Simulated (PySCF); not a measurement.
**CdCl₂: relaxation and vibrations of the singlet**

Aim: relax CdCl₂ as a singlet from a bent start, check by its vibrations whether the end is a minimum, and collect its spectrum and constants.

Program: PySCF 2.14.0. Level of theory: BP86, basis Cd def2-TZVP with ECP28, Cl def2-TZVP, scalar-relativistic core potentials, no spin–orbit coupling, density fitting. These are calculated values, not measurements.

**1. The starting structure**

3 atoms, charge 0, spin multiplicity 1.

Bond lengths: Cd1–Cl2 2.350 Å, Cd1–Cl3 2.350 Å. Angles: Cl2–Cd1–Cl3 110.0°.

```xyz
3
charge 0 multiplicity 1
Cd    0.0000    0.0000    0.0000
Cl    1.9250    0.0000    1.3479
Cl   -1.9250    0.0000    1.3479
```

**2. The SCF at the typed geometry**

The steps below are one call of a driver around PySCF. For each, scf.py gives the equivalent set-up of the SCF; relaxations use the driver's own optimiser. The state is first sought with PBE. After this first run the driver tries any further starts and a stability analysis.

The input, scf.py:

```python
from pyscf import gto, scf, dft
mol = gto.M(atom='''
Cd     0.000000     0.000000     0.000000
Cl     1.925000     0.000000     1.347900
Cl    -1.925000     0.000000     1.347900''',
    basis={'Cd': 'def2-TZVP', 'Cl': 'def2-TZVP'},
    ecp={'Cd': 'def2-TZVP'},
    charge=0, spin=0)
mf = dft.RKS(mol, xc='PBE')
mf.grids.atom_grid = (50, 194)
aux = {'Cd': 'def2-universal-JKFIT', 'Cl': 'def2-universal-JKFIT'}
mf = mf.density_fit(auxbasis=aux)
mf.conv_tol = 1e-08
mf.diis_space = 10
mf.max_cycle = 60
mf.init_guess = 'minao'
mf.verbose = 4
mf.kernel()
```

Started as:

```console
$ OMP_NUM_THREADS=2 python axn.py task.json out
```

Standard output, cut to the lines that bear on the results:

```text
[... the frontier levels of the middle cycles are left out ...]
init E= -1075.84611892308
  HOMO = -0.650618395349154  LUMO = -0.64142633930828  gap/eV = 0.25013
cycle= 1 E= -1085.25857068446  delta_E= -9.41  |g|= 4.03  |ddm|=  6.4
  HOMO = 0.193806755455835  LUMO = 0.201285826252662  gap/eV = 0.20352
cycle= 2 E= -1053.54515492599  delta_E= 31.7  |g|= 7.97  |ddm|= 15.7
  HOMO = -0.383826430972105  LUMO = -0.380157976971938  gap/eV = 0.09982
cycle= 3 E= -1085.61751938684  delta_E= -32.1  |g|= 2.88  |ddm|= 15.5
cycle= 4 E= -1087.37000084424  delta_E= -1.75  |g|= 1.59  |ddm|= 5.14
cycle= 5 E= -1087.72944311519  delta_E= -0.359  |g|= 0.797  |ddm|= 2.11
cycle= 6 E= -1087.87873357696  delta_E= -0.149  |g|= 0.0828  |ddm|= 0.857
cycle= 7 E= -1087.87961641636  delta_E= -0.000883  |g|= 0.0526  |ddm|= 0.0955
cycle= 8 E= -1087.88032306528  delta_E= -0.000707  |g|= 0.00844  |ddm|= 0.0428
cycle= 9 E= -1087.88033161548  delta_E= -8.55e-06  |g|= 0.00233  |ddm|= 0.00568
cycle= 10 E= -1087.88033273508  delta_E= -1.12e-06  |g|= 0.000265  |ddm|= 0.0023
cycle= 11 E= -1087.88033274699  delta_E= -1.19e-08  |g|= 9.52e-05  |ddm|= 0.000286
cycle= 12 E= -1087.8803327493  delta_E= -2.32e-09  |g|= 1.22e-05  |ddm|= 9.01e-05
  HOMO = -0.258311571715567  LUMO = -0.178544719283468  gap/eV = 2.17057
Extra cycle  E= -1087.88033274915  delta_E= 1.56e-10  |g|= 2.5e-05  |ddm|= 5.27e-05
converged SCF energy = -1087.88033274915
```

This step, with its further starts and checks, ran for 48 s (2 threads, shared host).

Energies from each starting density:

```
                      start   energy (Eh)
    the minimal-basis guess  -1087.880333
a thermally smeared density  -1087.880333
      a smeared PBE density  -1087.880333
```

No lower closed-shell solution turned up from the other starts or in the test of internal stability.

**3. Relaxing the singlet from the bent start**

The program finds C2v symmetry in the start, which this walk keeps. The walk stops when the largest gradient is under 0.0003 Eh/bohr and the energy has settled too.

Changes to scf.py since step 2:

```diff
@@ -3,3 +3,3 @@
-Cd     0.000000     0.000000     0.000000
-Cl     1.925000     0.000000     1.347900
-Cl    -1.925000     0.000000     1.347900''',
+Cd     0.000000     0.000000    -0.512775
+Cl     1.925000    -0.000000     0.835125
+Cl    -1.925000     0.000000     0.835125''',
@@ -9 +9 @@
-mf = dft.RKS(mol, xc='PBE')
+mf = dft.RKS(mol, xc='B88,P86')
@@ -16 +15,0 @@
-mf.init_guess = 'minao'
```

The optimiser's trace:

| step | energy (Eh) | change (kJ/mol) | largest symmetric gradient (Eh/bohr) |
| --- | --- | --- | --- |
| 0 | -1088.448918 | 0.00 | 0.02059 |
| 1 | -1088.458214 | -24.41 | 0.02191 |
| 2 | -1088.472616 | -62.22 | 0.02011 |
| 3 | -1088.478686 | -78.16 | 0.01464 |
| 4 | -1088.483177 | -89.95 | 0.01002 |
| 5 | -1088.485028 | -94.81 | 0.00221 |
| 6 | -1088.485230 | -95.34 | 0.00232 |
| 7 | -1088.485274 | -95.45 | 0.00012 |
| 8 | -1088.485275 | -95.46 | 0.00002 |

The walk took 53 s.

Positions (Å) and forces (eV/Å) along the way:

```
step 0
Cd   0.000   0.000  -0.513   0.000   0.000   1.059
Cl   1.925   0.000   0.835   0.289   0.000  -0.529
Cl  -1.925   0.000   0.835  -0.289   0.000  -0.529
step 1
Cd   0.000   0.000  -0.387   0.000   0.000   1.127
Cl   2.035   0.000   0.772   0.133   0.000  -0.563
Cl  -2.035   0.000   0.772  -0.133   0.000  -0.563
step 4
Cd   0.000   0.000   0.227   0.000   0.000   0.357
Cl   2.314   0.000   0.465  -0.515   0.000  -0.179
Cl  -2.314   0.000   0.465   0.515   0.000  -0.179
step 8
Cd   0.000   0.000   0.385   0.000   0.000   0.001
Cl   2.279   0.000   0.386  -0.001   0.000  -0.001
Cl  -2.279   0.000   0.386   0.001   0.000  -0.001
```

After 8 steps and 95.5 kJ/mol it ends at D∞h: Cd–Cl 2.279 Å (×2); Cl–Cd–Cl 180.0°.

**4. Hessian and properties**

On the finer grid the gradient is checked again; gradients at displacements of ±0.01 bohr then give force constants and infrared intensities.

Changes to scf.py since step 3:

```diff
@@ -3,3 +3,3 @@
-Cd     0.000000     0.000000    -0.512775
-Cl     1.925000    -0.000000     0.835125
-Cl    -1.925000     0.000000     0.835125''',
+Cd     0.000000     0.000000     0.000000
+Cl     2.278984     0.000000     0.000000
+Cl    -2.278984     0.000000     0.000000''',
@@ -10 +10 @@
-mf.grids.atom_grid = (50, 194)
+mf.grids.atom_grid = (75, 302)
@@ -13 +12,0 @@
-mf.conv_tol = 1e-08
```

This SCF starts from the last density.

Log of the central SCF (cycles and frontier levels):

```text
init E= -1088.48510877332
  HOMO = -0.280994682402683  LUMO = -0.121383936512589  gap/eV = 4.34323
cycle= 1 E= -1088.48510877332  delta_E= 4.55e-12  |g|= 4.9e-06  |ddm|= 6.63e-06
  HOMO = -0.280994277044392  LUMO = -0.121384144665704  gap/eV = 4.34321
Extra cycle  E= -1088.48510877331  delta_E= 8.19e-12  |g|= 8.47e-06  |ddm|= 1.22e-05
converged SCF energy = -1088.48510877331
```

The whole step took 36 s.

Geometry: D∞h; Cd–Cl 2.279 Å (×2); Cl–Cd–Cl 180.0°.

Harmonic modes (main isotopes):

```tsv
symmetry	ω (cm⁻¹)	IR (km/mol)	type
πu	84	17.8	bend
σg+	318	0.0	stretch
σu+	408	59.6	stretch
```

All wavenumbers are real: a minimum.

Constants and moments:

| Property | Result |
| --- | --- |
| Dipole moment | 0.00 D |
| Highest occupied level | -7.65 eV |
| Lowest empty level | -3.30 eV |
| Rotational constants | 0.04641 cm⁻¹ |
| Zero-point energy | 5.3 kJ/mol |
| Principal polarisabilities | 35.9, 35.9, 86.4 bohr³ |
| Atomisation energy without zero-point energy | 540 kJ/mol |
| Principal traceless quadrupole moments about the centre of mass | -11.72, 5.86, 5.86 D Å |
| Entropy at 298.15 K and 1 bar | 287.6 J/(mol K) |
| Heat capacity Cp at 298.15 K | 58.4 J/(mol K) |
| Enthalpy at 298.15 K above 0 K | 14.54 kJ/mol |
| Rotational symmetry number | 2 |

Populations by atom (charges in e):

| atom | Mulliken | Löwdin | polar tensor | Mayer order to Cd1 |
| --- | --- | --- | --- | --- |
| Cd1 | 0.73 | 0.36 | 0.96 | – |
| Cl2,3 | -0.36 | -0.18 | -0.48 | 0.96 |

Mulliken populations on Cd1 (outside its core potential): s 2.86, p 6.44, d 9.98, f 0.00.

**5. Would spin polarisation lower it?**

At the lowest minimum the closed shell is tested against spin polarisation, on the (50, 194) grid. It is stable.

**6. Outcome**

| quantity | value |
| --- | --- |
| minimum | singlet, D∞h |
| geometry | Cd–Cl 2.279 Å (×2); Cl–Cd–Cl 180.0° |
| wavenumbers (cm⁻¹) | 84 (πu), 318 (σg+), 408 (σu+) |
| dipole moment | 0.00 D |
| highest occupied, lowest empty level | -7.65, -3.30 eV |
| polar-tensor charge of Cd1 | +0.96 e |
| zero-point energy | 5.3 kJ/mol |
| entropy at 298.15 K | 287.6 J/(mol K) |
| atomisation energy (no zero-point energy) | 540 kJ/mol |

From C2v at the start the molecule goes to a D∞h minimum. The strongest infrared band lies at 408 cm⁻¹ (σu+, stretch). Cd1 has a polar-tensor charge of +1.0 e (a dipole derivative, not a static charge), yet symmetry cancels the bond dipoles. Other starts or spin states, not run here, may lie lower. Modes under about 90 cm⁻¹ are uncertain by tens of cm⁻¹.

The search up to here ran for 2.4 min (2 threads, shared host).
